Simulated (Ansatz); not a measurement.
Write a Python script for the Ansatz DFT code, driven from Python that makes a comparison of dispersion corrections of C₂H₉Ge₂NO, SMILES NC(=O)[CH]([GeH3])[GeH3]. Level of theory (for the species named): revPBE, def2-SVP basis, multiplicity 1, D3BJ dispersion.

| atom | x (Å) | y (Å) | z (Å) |
| --- | --- | --- | --- |
| N | 1.9076 | -1.3861 | -0.7299 |
| C | 0.7628 | -0.5413 | -0.8505 |
| O | 0.3522 | -0.2124 | -1.9963 |
| C | 0.0509 | -0.0462 | 0.3732 |
| Ge | -1.7980 | -0.6606 | 0.3748 |
| Ge | 0.0862 | 1.9009 | 0.4346 |
| H | 2.4003 | -1.7286 | -1.5844 |
| H | 2.2671 | -1.6725 | 0.2075 |
| H | 0.5446 | -0.4307 | 1.2900 |
| H | -2.5286 | -0.1006 | -0.8723 |
| H | -2.5052 | -0.1558 | 1.6582 |
| H | -1.8243 | -2.2099 | 0.3412 |
| H | -0.6382 | 2.4694 | -0.8123 |
| H | -0.6350 | 2.3868 | 1.7176 |
| H | 1.5575 | 2.3876 | 0.4485 |

The script, `c2h9ge2no_disp.py`:
```python
"""Size of D3 and D4 in C2H9Ge2NO."""

import ansatz as az
from ase import Atoms


def main() -> None:
    atoms = Atoms(["N", "C", "O", "C", "Ge", "Ge", "H", "H", "H", "H", "H", "H", "H", "H", "H"], positions=[
        (1.9076, -1.3861, -0.7299),
        (0.7628, -0.5413, -0.8505),
        (0.3522, -0.2124, -1.9963),
        (0.0509, -0.0462, 0.3732),
        (-1.798, -0.6606, 0.3748),
        (0.0862, 1.9009, 0.4346),
        (2.4003, -1.7286, -1.5844),
        (2.2671, -1.6725, 0.2075),
        (0.5446, -0.4307, 1.29),
        (-2.5286, -0.1006, -0.8723),
        (-2.5052, -0.1558, 1.6582),
        (-1.8243, -2.2099, 0.3412),
        (-0.6382, 2.4694, -0.8123),
        (-0.635, 2.3868, 1.7176),
        (1.5575, 2.3876, 0.4485),
    ])
    mol = az.Crystal.molecule_from_ase(atoms)

    calculation = mol.calculation().basis(gaussian="def2-SVP")
    for name in ["revpbe", "b3lyp"]:
        for correction in ("d3bj", "d4"):
            data = calculation.functional(name, dispersion=correction).run().report
            print(f"{name:8s} {correction:5s} total {data['free_energy_ev']:.5f} eV, of which dispersion {1000 * data['dispersion']['energy']['ev']:.2f} meV")


if __name__ == "__main__":
    main()
```

```console
$ python c2h9ge2no_disp.py
revpbe   d3bj  total -118766.18034 eV, of which dispersion -918.22 meV
revpbe   d4    total -118766.36378 eV, of which dispersion -1101.66 meV
b3lyp    d3bj  total -118778.86796 eV, of which dispersion -696.15 meV
b3lyp    d4    total -118778.80433 eV, of which dispersion -632.52 meV
```

Total energies depend on the basis set; only differences at equal settings carry meaning. The geometry is a force-field or estimated start, not a minimum of this method, and the basis set is short of its limit. D4 holds the three-body term, and d3bj doesn't. b3lyp holds the VWN-RPA fit, as in Gaussian; the form of ORCA and Turbomole is b3lyp5. Hardware and time: 38 s on 1 thread of Arm Neoverse V2, on a shared host, peak memory 0.56 GiB.
